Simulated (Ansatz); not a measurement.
# YbAl3: the cost of one run

Computed with the Python package of Ansatz 0.2.0. The levels of theory stand in the script.

## Step 1: The system

Symmetry: Pm-3m, No. 221, cubic system. The conventional cell has a = 4.292 Å, b = 4.292 Å, c = 4.292 Å, α = 90.00°, β = 90.00°, γ = 90.00°. Yb (site symmetry m-3m) has 12 Al at 3.03 Å as nearest neighbours. Al (site symmetry 4/mmm) has 4 Yb at 3.03 Å and 8 Al at 3.03 Å as nearest neighbours.

POSCAR_ybal3, read by the script:

```text
YbAl3
1.0
   4.29210000    0.00000000    0.00000000
   0.00000000    4.29210000    0.00000000
   0.00000000    0.00000000    4.29210000
Yb Al
1 3
Direct
   0.00000000    0.00000000    0.00000000
   0.00000000    0.50000000    0.50000000
   0.50000000    0.50000000    0.00000000
   0.50000000    0.00000000    0.50000000
```

## Step 2: The script

Contents of xc.py:

```python
import ansatz as az
from ase.io import read
import pandas as pd

atoms = read('POSCAR_ybal3', format='vasp')
structure = az.Crystal.from_ase(atoms)

job = structure.calculation()
job = job.basis(470)
job = job.kpoints(length=24).occupations(az.OccupationsMethod.COLD, width=0.15)
job = job.stress()

rows = []
for value in ['lda', 'pbesol', 'blyp']:
    report = job.functional(value).run().report
    rows.append((value, report['free_energy_ev'] / len(report['lattice']['sites']), report['n_iterations'], sum(report['stress_gpa'][i][i] for i in range(3)) / 3, report['n_kpoints']))

table = pd.DataFrame(rows, columns=['functional', 'F/atom (eV)', 'iterations', 'P (GPa)', 'k-points'])
print(table.round(5).to_string(index=False))
```

## Step 3: What the engine is handed

The package turns the script's settings into the engine's input (first run):

```yaml
crystal:
  lattice:
    - [4.2921, 0.0, 0.0]
    - [0.0, 4.2921, 0.0]
    - [0.0, 0.0, 4.2921]
  atoms:
    - { symbol: Yb, position: [0.0, 0.0, 0.0] }
    - { symbol: Al, position: [0.0, 0.5, 0.5] }
    - { symbol: Al, position: [0.5, 0.5, 0.0] }
    - { symbol: Al, position: [0.5, 0.0, 0.5] }
basis:
  ecutwfc: 470.0
kpoints:
  mp_grid:
    grid: [6, 6, 6]
hamiltonian:
  xc: lda
scf:
  occupations:
    method: cold
    width: 0.15
output:
  stress: true
```

## Step 4: Launch

Launch:

```console
$ python xc.py
```

What time and memory should one allow on 1 thread of Arm Neoverse V2, shared host?

About 9.9 s, with a peak of 0.5 GiB.
